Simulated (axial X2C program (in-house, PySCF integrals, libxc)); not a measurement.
# HTeH⁻: bond lengths and stretches, held linear

The task here is to estimate one member of a computed series from the others.

The runs use an in-house X2C program for linear molecules on PySCF integrals; all-electron X2C, two-component (2c) or spin-free, H dyall-v3z, Te dyall-v3z.

All values are calculated.

2 further runs of the same task are left out: 2 set aside as unsound or not needed.

The first run:

Contents of task.json:

```json
{
 "zs": [
  1,
  52,
  1
 ],
 "q": -1,
 "bas": [
  "dyall-v3z",
  "dyall-v3z",
  "dyall-v3z"
 ],
 "r0": [
  1.68,
  1.68
 ],
 "symm": 1,
 "scan": [
  "PBE0",
  "HF",
  "B3LYP"
 ],
 "levels": [
  "PBE0",
  "HF",
  "BHandHLYP"
 ],
 "nst": 2
}
```

Keys: zs atomic numbers; q charge; bas basis sets; r0 starting distance in Å; symm equal bonds; scan levels of the two-bond scan; levels methods; nst determinants followed.

Launch:

```sh
$ python solin.py task.json out
```

Masses H 1.008, Te 129.906, H 1.008 u.

Among the steps run: Scan at PBE0, 2c; Scan at B3LYP, 2c; Scan at PBE0, spin-free.

One of the session's tables, all rows but one given; the rest of the session is left out.

| level | r(H–Te) (Å) | r(Te–H) (Å) | lower stretch (cm⁻¹) | upper stretch (cm⁻¹) |
| --- | --- | --- | --- | --- |
| PBE0, 2c | ? | ? | ? | ? |
| B3LYP, 2c | 1.846 | 1.846 | 664.5 | 1464.4 |
| PBE0, spin-free | 1.830 | 1.830 | 696.7 | 1529.9 |
| B3LYP, spin-free | 1.842 | 1.842 | 670.5 | 1478.8 |

Q: Estimate the row for PBE0, 2c from the others.

**Answer.** r(H–Te) (Å): 1.833; r(Te–H) (Å): 1.833; lower stretch (cm⁻¹): 693.5; upper stretch (cm⁻¹): 1517.4. In the column «r(H–Te) (Å)» it lies between PBE0, spin-free (1.830) and B3LYP, spin-free (1.842).

Scans not shown above were run alike.

For an anion the highest level of a functional can be positive, and the basis then holds the extra electron. The molecule was held linear; bending was not examined, so a bent shape may lie lower.
